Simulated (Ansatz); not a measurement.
# AlGaHO+ (triplet): the correlation ladder, cc-pVDZ

How much of the correlation energy of AlGaHO+ (triplet) does each wave-function method recover here?

Computed with Ansatz 0.2.0, Gaussian basis. Level: cc-pVDZ, core rule «outside noble gas», up to 20 orbitals frozen.

To be run: UHF; CCSD(T) on ROHF; CCSD(T) on UHF; BCCD(T) on ROHF; CISD; CCSDT(Q) on ROHF; CCSDT(Q) on UHF.

20 further runs of the same task are left out: 1 for a known fault of the program, 10 that didn't finish, 9 set aside as unsound or not needed.

## Step 1: The geometry

The geometry is a PBE0/def2-TZVP stationary point (not a proven minimum) of the parent state, kept for this charge and spin. No spin-orbit coupling is included. The filled d shell of Ga may be among the frozen orbitals whatever the setting's name suggests; the logs give the count.

4 atoms, charge 1, spin multiplicity 3.

Atoms are counted from 1 here; the program's logs count them from 0.

Bond lengths: Ga1–Al2 2.720 Å, Al2–O3 1.607 Å, Al2–H4 1.707 Å. Angles: Ga1–Al2–O3 168.2°, Ga1–Al2–H4 50.0°, O3–Al2–H4 141.8°.

In the tables R marks a restricted open-shell determinant and U an unrestricted one; energies count from the table's Hartree-Fock row.

## Step 2: UHF

Input file in.yaml:

```yaml
crystal:
  periodic: [false, false, false]
  atoms:
    - {symbol: Ga, position_ang: [-0.000005, -0.351711, 2.144503]}
    - {symbol: Al, position_ang: [-0.000020, -0.216546, -0.572581]}
    - {symbol: O, position_ang: [0.000006, -0.465800, -2.160587]}
    - {symbol: H, position_ang: [0.000019, 1.034057, 0.588665]}
basis:
  gaussian: {orbitals: cc-pVDZ}
total_charge: 1
magnetization: {spin_polarized: true, initial_magnetization: 2}
hamiltonian: {xc: hf}
output: {orbitals: {seedname: orbitals}}
```

Started as:

```bash
$ ansatz run in.yaml --threads 1 --pin off --events-out ev --progress --plain --max-ram 2393MiB
```

What it wrote:

```text
Functional definition: HF
  name "HF"
  cite "Fock, Z. Phys. 61, 126 (1930) doi:10.1007/BF01340294"
  parent pbe
  exchange = exact_x
  correlation = 0
675 factors; integrals over basis functions are off by at most 1.0e-3 eV
mean field evaluation 1: about -60938.0938 eV, gradient 6.0e1 eV
mean field evaluation 2: about -60938.0987 eV, gradient 6.0e1 eV
mean field evaluation 4: about -60945.2820 eV, gradient 4.1e1 eV
mean field evaluation 8: about -60957.6523 eV, gradient 1.5e0 eV
mean field evaluation 16: about -60959.6739 eV, gradient 1.1e1 eV
mean field evaluation 32: about -60960.9852 eV, gradient 2.7e-1 eV
mean field evaluation 64: about -60960.9238 eV, gradient 1.3e-1 eV
mean field evaluation 96: about -60959.6993 eV, gradient 4.3e0 eV
mean field evaluation 128: about -60960.2220 eV, gradient 3.2e0 eV
mean field evaluation 160: about -60960.9227 eV, gradient 1.5e-1 eV
mean field evaluation 192: about -60955.4393 eV, gradient 4.7e0 eV
mean field evaluation 224: about -60957.0256 eV, gradient 2.2e1 eV
mean field evaluation 256: about -60953.9669 eV, gradient 6.0e0 eV
mean field evaluation 288: about -60954.9091 eV, gradient 1.7e1 eV
mean field evaluation 320: about -60961.0282 eV, gradient 1.8e0 eV
mean field -60961.04036776 eV, -2240.2769126378 hartree, gradient 4.4e-6 eV, S^2 2.035223; 6 other end points of the search recorded, 0 dependent functions left out
reference -60961.04036776 eV, -2240.2769126378 hartree; 27, 25 occupied and 37, 39 virtual orbitals, 675 factors
Total energy: -60961.04036776 eV, -2240.2769126378 hartree
```

Wall time 9.5 s (1 thread of Arm Neoverse V1, shared host).

From the report: ⟨S²⟩ of the determinant 2.035 (pure triplet: 2.00).

## Step 3: CCSD(T) on ROHF

Edit in.yaml of step 2 so:

```diff
@@ -10,4 +10,4 @@
 total_charge: 1
-magnetization: {spin_polarized: true, initial_magnetization: 2}
-hamiltonian: {xc: hf}
-output: {orbitals: {seedname: orbitals}}
+magnetization: {spin_polarized: false, initial_magnetization: 2}
+correlation: {method: ccsd_t, electrons: outside_noble_gas}
+output: {forces: true}
```

The command is unchanged.

What it wrote, cut to the lines that bear on the results:

```text
Functional definition: HF
  name "HF"
  cite "Fock, Z. Phys. 61, 126 (1930) doi:10.1007/BF01340294"
  parent pbe
[...]
675 factors; integrals over basis functions are off by at most 1.0e-3 eV
[...]
mean field -60960.86253150 eV, -2240.2703772761 hartree, gradient 3.9e-6 eV, S^2 2.000000; 17 other end points of the search recorded, 0 dependent functions left out
[...]
determinant -60960.86253150 eV, -2240.2703772761 hartree, with singles and doubles -60967.95951188 eV, -2240.5311864942 hartree
determinant -60960.75011869 eV, -2240.2662461815 hartree, with singles and doubles -60967.83072330 eV, -2240.5264536013 hartree
determinant -60959.65732542 eV, -2240.2260867695 hartree, with singles and doubles -60966.87141184 eV, -2240.4911995554 hartree
determinant -60958.71580171 eV, -2240.1914864113 hartree, with singles and doubles -60966.02701885 eV, -2240.4601686854 hartree
[...]
reference -60960.86253150 eV, -2240.2703772761 hartree; 7, 5 occupied and 37, 39 virtual orbitals, 675 factors
second order -6.04511893 eV of doubles, -0.09825202 eV of singles
cycle   1  -7.10124162 eV  change   -2.6e-6 eV  update   4.3e-6
[...]
cycle  13  -7.10124449 eV  change   -2.4e-8 eV  update   4.6e-8
perturbative correction -0.16133412 eV, -0.0059289196 hartree
[...]
Total energy: -60968.12511011 eV, -2240.5372721172 hartree
Atom 0 at    -0.000005    -0.351711     2.144503 Å, force    -0.000007    -0.328019     0.980994 eV/Å
Atom 1 at    -0.000020    -0.216546    -0.572581 Å, force    -0.000099     0.899681     5.822963 eV/Å
Atom 2 at     0.000006    -0.465800    -2.160587 Å, force     0.000101    -0.698214    -6.004651 eV/Å
Atom 3 at     0.000019     1.034057     0.588665 Å, force     0.000005     0.126553    -0.799306 eV/Å
Dipole moment:    -0.000013     0.091016     0.300606 e Å
```

Wall time 45 s (1 thread of Arm Neoverse V1, shared host).

From the report: correlation -7.2626 eV; T1 0.029; largest double amplitude 0.06.

## Step 4: CCSD(T) on UHF

Edit in.yaml of step 3 so:

```diff
@@ -10,3 +10,3 @@
 total_charge: 1
-magnetization: {spin_polarized: false, initial_magnetization: 2}
+magnetization: {spin_polarized: true, initial_magnetization: 2}
 correlation: {method: ccsd_t, electrons: outside_noble_gas}
```

The command is unchanged.

What it wrote, cut to the lines that bear on the results:

```text
Functional definition: HF
  name "HF"
  cite "Fock, Z. Phys. 61, 126 (1930) doi:10.1007/BF01340294"
  parent pbe
[...]
675 factors; integrals over basis functions are off by at most 1.0e-3 eV
[...]
mean field -60961.04036776 eV, -2240.2769126378 hartree, gradient 1.9e-6 eV, S^2 2.035223; 14 other end points of the search recorded, 0 dependent functions left out
determinant -60961.04036776 eV, -2240.2769126378 hartree, with singles and doubles -60967.96380516 eV, -2240.5313442693 hartree
determinant -60960.92483315 eV, -2240.2726668195 hartree, with singles and doubles -60967.83430390 eV, -2240.5265851858 hartree
determinant -60958.88860324 eV, -2240.1978367505 hartree, with singles and doubles -60966.01236179 eV, -2240.4596300484 hartree
determinant -60958.15926610 eV, -2240.1710341049 hartree, with singles and doubles -60965.33844987 eV, -2240.4348642422 hartree
[...]
reference -60961.04036776 eV, -2240.2769126378 hartree; 7, 5 occupied and 37, 39 virtual orbitals, 675 factors
second order -5.96133972 eV of doubles, -0.00000000 eV of singles
cycle   1  -6.92744573 eV  change   -2.3e-6 eV  update   4.2e-6
[...]
cycle  13  -6.92744923 eV  change   -2.5e-8 eV  update   4.9e-8
perturbative correction -0.15816388 eV, -0.0058124154 hartree
[...]
Total energy: -60968.12598087 eV, -2240.5373041168 hartree
Atom 0 at    -0.000005    -0.351711     2.144503 Å, force    -0.000007    -0.328529     0.979880 eV/Å
Atom 1 at    -0.000020    -0.216546    -0.572581 Å, force    -0.000098     0.898847     5.821802 eV/Å
Atom 2 at     0.000006    -0.465800    -2.160587 Å, force     0.000100    -0.697452    -6.001373 eV/Å
Atom 3 at     0.000019     1.034057     0.588665 Å, force     0.000004     0.127133    -0.800310 eV/Å
Dipole moment:    -0.000013     0.090951     0.300907 e Å
```

Run time: 53 s. Hardware: 1 thread of Arm Neoverse V1, shared host.

From the report: ⟨S²⟩ of the determinant 2.035 (pure triplet: 2.00); correlation -7.0856 eV; T1 0.025; largest double amplitude 0.06.

## Step 5: BCCD(T) on ROHF

Edit in.yaml of step 4 so:

```diff
@@ -10,4 +10,3 @@
 total_charge: 1
-magnetization: {spin_polarized: true, initial_magnetization: 2}
-correlation: {method: ccsd_t, electrons: outside_noble_gas}
-output: {forces: true}
+magnetization: {spin_polarized: false, initial_magnetization: 2}
+correlation: {method: bccd_t, electrons: outside_noble_gas}
```

Same command.

What it wrote, cut to the lines that bear on the results:

```text
Functional definition: HF
  name "HF"
  cite "Fock, Z. Phys. 61, 126 (1930) doi:10.1007/BF01340294"
  parent pbe
[...]
675 factors; integrals over basis functions are off by at most 1.0e-3 eV
[...]
mean field -60960.86253150 eV, -2240.2703772761 hartree, gradient 3.9e-6 eV, S^2 2.000000; 17 other end points of the search recorded, 0 dependent functions left out
[...]
determinant -60960.86253150 eV, -2240.2703772761 hartree, with singles and doubles -60967.95951188 eV, -2240.5311864942 hartree
determinant -60960.75011869 eV, -2240.2662461815 hartree, with singles and doubles -60967.83072330 eV, -2240.5264536013 hartree
determinant -60959.65732542 eV, -2240.2260867695 hartree, with singles and doubles -60966.87141184 eV, -2240.4911995554 hartree
determinant -60958.71580171 eV, -2240.1914864113 hartree, with singles and doubles -60966.02701885 eV, -2240.4601686854 hartree
[...]
determinant -60957.45069333 eV, -2240.1449945359 hartree, with singles and doubles -60964.84411737 eV, -2240.4166978577 hartree
determinant -60960.86253150 eV, -2240.2703772761 hartree, with singles and doubles -60967.96377049 eV, -2240.5313429954 hartree
determinant -60960.75011869 eV, -2240.2662461815 hartree, with singles and doubles -60967.83223841 eV, -2240.5265092805 hartree
[...]
20 core orbitals not correlated, not the lowest: weight in the atoms' cores, before any rotation towards them, 1.000 or more for the frozen orbitals, at most 0.000 for the correlated occupied ones
reference -60960.86253150 eV, -2240.2703772761 hartree; 7, 5 occupied and 37, 39 virtual orbitals, 675 factors
second order -6.04511893 eV of doubles, -0.09825202 eV of singles
cycle   1  -7.08616603 eV  change    1.5e-2 eV  update   1.1e-2
[...]
cycle  15  -7.08273349 eV  change    4.8e-6 eV  update   8.3e-6
perturbative correction -0.18093423 eV, -0.0066492103 hartree
Total energy: -60968.12619922 eV, -2240.5373121413 hartree
```

Wall time 41 s (1 thread of Arm Neoverse V1, shared host).

From the report: correlation -7.2637 eV; largest double amplitude 0.06.

## Step 6: CISD

Edit in.yaml of step 5 so:

```diff
@@ -11,2 +11,2 @@
 magnetization: {spin_polarized: false, initial_magnetization: 2}
-correlation: {method: bccd_t, electrons: outside_noble_gas}
+correlation: {active_space: {ras: {orbitals: [5, 2, 37], electrons: 12, max_holes: 2, max_particles: 2}, fixed_orbitals: true}}
```

Same command.

What it wrote, cut to the lines that bear on the results:

```text
Functional definition: HF
  name "HF"
  cite "Fock, Z. Phys. 61, 126 (1930) doi:10.1007/BF01340294"
  parent pbe
[...]
675 factors; integrals over basis functions are off by at most 1.0e-3 eV
[...]
mean field -60960.86253150 eV, -2240.2703772761 hartree, gradient 3.9e-6 eV, S^2 2.000000; 12 other end points of the search recorded, 0 dependent functions left out
reference -60960.86253150 eV, -2240.2703772761 hartree; 27, 25 occupied and 37, 39 virtual orbitals, 675 factors
state -60965.90476970 eV, -2240.4556761121 hartree
Total energy: -60965.90476970 eV, -2240.4556761121 hartree
```

It took 20 s on 1 thread of Arm Neoverse V1, shared host.

From the report: 300,156 determinants.

## Step 7: CCSDT(Q) on ROHF

Edit in.yaml of step 6 so:

```diff
@@ -11,2 +11,2 @@
 magnetization: {spin_polarized: false, initial_magnetization: 2}
-correlation: {active_space: {ras: {orbitals: [5, 2, 37], electrons: 12, max_holes: 2, max_particles: 2}, fixed_orbitals: true}}
+correlation: {method: ccsdt_q, electrons: outside_noble_gas}
```

Launched as before.

What it wrote, cut to the lines that bear on the results:

```text
Functional definition: HF
  name "HF"
  cite "Fock, Z. Phys. 61, 126 (1930) doi:10.1007/BF01340294"
  parent pbe
[...]
1207 factors; integrals over basis functions are off by at most 1.7e-7 eV
[...]
mean field -60960.86270827 eV, -2240.2703837721 hartree, gradient 4.3e-6 eV, S^2 2.000000; 17 other end points of the search recorded, 0 dependent functions left out
[...]
determinant -60960.86270827 eV, -2240.2703837721 hartree, with singles and doubles -60967.95969566 eV, -2240.5311932483 hartree
determinant -60960.75029255 eV, -2240.2662525705 hartree, with singles and doubles -60967.83090371 eV, -2240.5264602314 hartree
determinant -60959.65750443 eV, -2240.2260933480 hartree, with singles and doubles -60966.87159752 eV, -2240.4912063791 hartree
determinant -60958.71597122 eV, -2240.1914926408 hartree, with singles and doubles -60966.02719486 eV, -2240.4601751537 hartree
[...]
determinant -60957.45086664 eV, -2240.1450009048 hartree, with singles and doubles -60964.84429638 eV, -2240.4167044364 hartree
determinant -60960.86270827 eV, -2240.2703837721 hartree, with singles and doubles -60967.96395414 eV, -2240.5313497443 hartree
determinant -60960.75029255 eV, -2240.2662525705 hartree, with singles and doubles -60967.83241895 eV, -2240.5265159153 hartree
20 core orbitals not correlated, not the lowest: weight in the atoms' cores, before any rotation towards them, 1.000 or more for the frozen orbitals, at most 0.000 for the correlated occupied ones
reference -60960.86270827 eV, -2240.2703837721 hartree; 7, 5 occupied and 37, 39 virtual orbitals, 1207 factors
second order -6.04514924 eV of doubles, -0.09825178 eV of singles
cycle   1  -6.73521551 eV  change   -5.9e-1 eV  update   9.6e-2
[...]
cycle  42  -7.29994426 eV  change    1.8e-7 eV  update   7.0e-7
perturbative correction -0.01308166 eV, -0.0004807422 hartree
Total energy: -60968.17573419 eV, -2240.5391325179 hartree
```

Run time: 4.3 min. Hardware: 1 thread of Arm Neoverse V1, shared host; peak memory 0.81 GiB.

From the report: correlation -7.3130 eV; T1 0.032; largest double amplitude 0.06.

## Step 8: CCSDT(Q) on UHF

Edit in.yaml of step 7 so:

```diff
@@ -10,3 +10,3 @@
 total_charge: 1
-magnetization: {spin_polarized: false, initial_magnetization: 2}
+magnetization: {spin_polarized: true, initial_magnetization: 2}
 correlation: {method: ccsdt_q, electrons: outside_noble_gas}
```

Launched as before.

What it wrote, cut to the lines that bear on the results:

```text
Functional definition: HF
  name "HF"
  cite "Fock, Z. Phys. 61, 126 (1930) doi:10.1007/BF01340294"
  parent pbe
[...]
1207 factors; integrals over basis functions are off by at most 1.7e-7 eV
[...]
mean field -60961.04054418 eV, -2240.2769191214 hartree, gradient 1.9e-6 eV, S^2 2.035223; 14 other end points of the search recorded, 0 dependent functions left out
determinant -60961.04054418 eV, -2240.2769191214 hartree, with singles and doubles -60967.96398894 eV, -2240.5313510232 hartree
determinant -60960.92500652 eV, -2240.2726731907 hartree, with singles and doubles -60967.83448428 eV, -2240.5265918148 hartree
determinant -60958.88877279 eV, -2240.1978429812 hartree, with singles and doubles -60966.01253632 eV, -2240.4596364624 hartree
determinant -60958.15944001 eV, -2240.1710404958 hartree, with singles and doubles -60965.33866041 eV, -2240.4348719792 hartree
determinant -60957.56187846 eV, -2240.1490805141 hartree, with singles and doubles -60965.95796558 eV, -2240.4576310246 hartree
determinant -60961.04054418 eV, -2240.2769191214 hartree, with singles and doubles -60967.96799481 eV, -2240.5314982362 hartree
determinant -60960.92500652 eV, -2240.2726731907 hartree, with singles and doubles -60967.83637438 eV, -2240.5266612748 hartree
20 core orbitals not correlated, not the lowest: weight in the atoms' cores, before any rotation towards them, 1.000 or more for the frozen orbitals, at most 0.000 for the correlated occupied ones
reference -60961.04054418 eV, -2240.2769191214 hartree; 7, 5 occupied and 37, 39 virtual orbitals, 1207 factors
second order -5.96137027 eV of doubles, -0.00000000 eV of singles
cycle   1  -6.54718353 eV  change   -5.9e-1 eV  update   9.6e-2
[...]
cycle  42  -7.12350805 eV  change    2.3e-8 eV  update   9.0e-7
perturbative correction -0.01528767 eV, -0.0005618116 hartree
Total energy: -60968.17933991 eV, -2240.5392650254 hartree
```

It took 4.2 min on 1 thread of Arm Neoverse V1, shared host; peak memory 0.68 GiB.

From the report: ⟨S²⟩ of the determinant 2.035 (pure triplet: 2.00); correlation -7.1388 eV; T1 0.028; largest double amplitude 0.06.

## Step 9: The ladder

The yardstick is UCCSDT(Q), where the cluster series has nearly closed. Rows without a time come out of other runs: HF, MP2 and CCSD of CCSD(T), CCSDT of CCSDT(Q). The times of RCCSD(T), UCCSD(T) include forces.

Differences are taken before rounding.

| method | energy from the lowest RHF (kcal/mol) | from UCCSDT(Q) (kcal/mol) | time |
| --- | --- | --- | --- |
| RHF | 0.00 | +168.73 |  |
| UHF | -4.10 | +164.63 |  |
| RMP2 | -141.67 | +27.06 |  |
| UMP2 | -141.57 | +27.16 |  |
| RCCSD | -163.76 | +4.97 |  |
| UCCSD | -163.85 | +4.88 |  |
| RCCSD(T) | -167.48 | +1.25 | 45 s |
| UCCSD(T) | -167.50 | +1.23 | 53 s |
| BCCD(T) | -167.50 | +1.23 | 41 s |
| RCCSDT | -168.34 | +0.38 |  |
| UCCSDT | -168.38 | +0.35 |  |
| RCCSDT(Q) | -168.65 | +0.08 | 4.3 min |
| UCCSDT(Q) | -168.73 | 0 | 4.2 min |

Among the levels timed on like hardware and quicker than the yardstick, those that no quicker one beats, quickest first: BCCD(T) (41 s, +1.23 kcal/mol).

Not comparable, so not listed: CISD (they don't share determinant, frozen orbitals or solution with the rows shown, or repeat one).

## Step 10: Results

| quantity | value |
| --- | --- |
| UCCSDT(Q) below the RHF energy | -7.3168 eV |
| RMP2 from UCCSDT(Q) | +27.06 kcal/mol |
| UMP2 from UCCSDT(Q) | +27.16 kcal/mol |
| RCCSD from UCCSDT(Q) | +4.97 kcal/mol |
| RCCSD(T) from UCCSDT(Q) | +1.25 kcal/mol |
| UCCSD(T) from UCCSDT(Q) | +1.23 kcal/mol |
| RCCSDT(Q) from UCCSDT(Q) | +0.08 kcal/mol |
| levels within 1 kcal/mol (43 meV) | RCCSDT, UCCSDT, RCCSDT(Q) |
| T1 diagnostic | 0.029 |

RCCSD(T) lands +1.25 kcal/mol from the yardstick (0.7 % of the correlation energy). These misses are within one basis, not against nature; the frozen cores of restricted and unrestricted runs differ, which can shift their rows.

BCCD(T) reaches 1.23 kcal/mol from the reference in 41 s, where UCCSDT(Q) took 4.2 min.
